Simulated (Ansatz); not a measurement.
# GaO: the cost of one run

The runs use Ansatz 0.2.0, Gaussian basis; aug-cc-pVTZ, core rule «outside noble gas», up to 15 orbitals frozen.

The runs, in order: UHF; CCSD(T) on RHF; BCCD(T) on RHF; CCSDT(Q) on RHF; CASSCF and MRCISD+Q, 10 electrons in 8 orbitals; CASSCF and NEVPT2, 10 electrons in 8 orbitals.

3 further runs of the same task are left out: 2 for a known fault of the program, 1 set aside as unsound or not needed.

## 1. The geometry

The geometry is a PBE0/def2-TZVPD stationary point (not a proven minimum). No spin-orbit coupling is included. The filled d shell of Ga may be among the frozen orbitals whatever the setting's name suggests; the logs give the count.

2 atoms, charge -1, spin multiplicity 1.

Atoms are counted from 1 here; the program's logs count them from 0.

Bond lengths: O1–Ga2 1.712 Å.

## 2. UHF

The input, in.yaml:

```yaml
crystal:
  periodic: [false, false, false]
  atoms:
    - {symbol: O, position_ang: [0.000000, 0.000000, 0.000000]}
    - {symbol: Ga, position_ang: [0.000000, 0.000000, 1.712200]}
basis:
  gaussian: {orbitals: aug-cc-pVTZ}
total_charge: -1
magnetization: {spin_polarized: true, initial_magnetization: 0}
hamiltonian: {xc: hf}
output: {orbitals: {seedname: orbitals}}
```

Run with:

```bash
> ansatz run in.yaml --threads 1 --pin off --events-out ev --progress --plain --max-ram 4096MiB --backend cpu
```

Q: Estimate wall time and peak memory on 1 thread of AMD EPYC 7R13, shared host.

About 7.5 s, with a peak of 0.3 GiB.
